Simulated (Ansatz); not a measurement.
**C2H5ClSSi: one species, many methods**

Aim: compute C2H5ClSSi with functionals from several rungs and with coupled cluster. The yardstick is the atomisation energy at the CCSD(T) limit.

Method: functionals in def2-TZVPP, the program's frozen cores in correlated methods; program: Ansatz 0.2.0, Gaussian basis.

The runs, in order: PBE-D4, r2SCAN-D4, PBE0-D4, B3LYP-D4, ωB97X-V, ωB97M-V, B2PLYP; CCSD(T)/def2-TZVPP; MP2/def2-QZVPP; extrapolation to the limit.

## 1. Structure used throughout

An earlier PBE0-D4 in a triple-zeta def2 set relaxation fixed the geometry.

SMILES `C=C(S)[SiH2]Cl`, 10 atoms, charge 0, spin multiplicity 1.

Atoms are counted from 1 here; the program's logs count them from 0.

Bond lengths: C1–C2 1.335 Å, C1–H6 1.084 Å, C1–H7 1.087 Å, C2–S3 1.749 Å, C2–Si4 1.865 Å, S3–H8 1.345 Å, Si4–Cl5 2.054 Å, Si4–H9 1.480 Å, Si4–H10 1.481 Å. Angles: C2–C1–H6 120.7°, C2–C1–H7 122.7°, H6–C1–H7 116.7°, C1–C2–S3 125.5°, C1–C2–Si4 118.3°, S3–C2–Si4 116.2°, C2–S3–H8 97.5°, C2–Si4–Cl5 110.5°, C2–Si4–H9 107.9°, C2–Si4–H10 111.0°, Cl5–Si4–H9 109.0°, Cl5–Si4–H10 107.0°, H9–Si4–H10 111.5°.

## 2. PBE-D4 (GGA)

in.yaml reads:

```yaml
crystal:
  periodic: [false, false, false]
  atoms:
    - {symbol: C, position_ang: [0.476009, -0.544505, 1.261614]}
    - {symbol: C, position_ang: [0.059100, -0.424071, -0.001012]}
    - {symbol: S, position_ang: [-0.175255, -1.744494, -1.123692]}
    - {symbol: Si, position_ang: [-0.249107, 1.288502, -0.670724]}
    - {symbol: Cl, position_ang: [-2.165885, 1.444669, -1.390802]}
    - {symbol: H, position_ang: [0.587844, 0.330035, 1.893036]}
    - {symbol: H, position_ang: [0.718763, -1.504009, 1.710161]}
    - {symbol: H, position_ang: [0.242124, -2.737603, -0.317804]}
    - {symbol: H, position_ang: [-0.072549, 2.250072, 0.440598]}
    - {symbol: H, position_ang: [0.662055, 1.590205, -1.798375]}
basis:
  gaussian: {orbitals: def2-TZVPP}
hamiltonian: {xc: pbe, dispersion: d4}
output: {forces: true, orbitals: {seedname: orbitals}}
```

Launch:

```bash
$ ansatz run in.yaml --threads 4 --pin off --events-out ev --progress --plain --max-ram 10444MiB
```

After this run come: r2SCAN-D4 (meta-GGA); PBE0-D4 (hybrid); B3LYP-D4 (hybrid); ωB97X-V (range-separated); ωB97M-V (range-separated); B2PLYP (double hybrid); CCSD(T) in def2-TZVPP; MP2 in def2-QZVPP.

**Question.** What will the summary of the whole plan be? Wanted: atomisation energy, CCSD(T)/CBS; farthest; mean size of error, hybrid; mean size of error, range-separated; gap, smallest and largest; T1 diagnostic; triples share of the correlation energy.

As calculated:

| quantity | value |
| --- | --- |
| atomisation energy, CCSD(T)/CBS | 36.878 eV |
| functionals within 0.184 eV (0.5 %) | PBE0-D4, B3LYP-D4, ωB97X-V, ωB97M-V |
| farthest | PBE-D4 (+0.694 eV) |
| mean size of error, hybrid | 0.127 eV |
| mean size of error, range-separated | 0.163 eV |
| gap, smallest and largest | 3.95 eV (PBE-D4), 10.36 eV (ωB97X-V) |
| T1 diagnostic | 0.0114 |
| triples share of the correlation energy | 4.5 % |

In words: PBE-D4 is off by +0.694 eV. Double hybrids carry the basis error of their MP2 part in triple zeta, and no dispersion term here, so their miss is partly the set-up's. Misses under about 0.184 eV are within the doubt on the reference itself, which lacks core-valence correlation, relativity and higher excitations. Hartree-Fock recovers 73 % of the binding; the rest is correlation. Orbital gaps span 3.9 to 10.4 eV; exact exchange widens them.
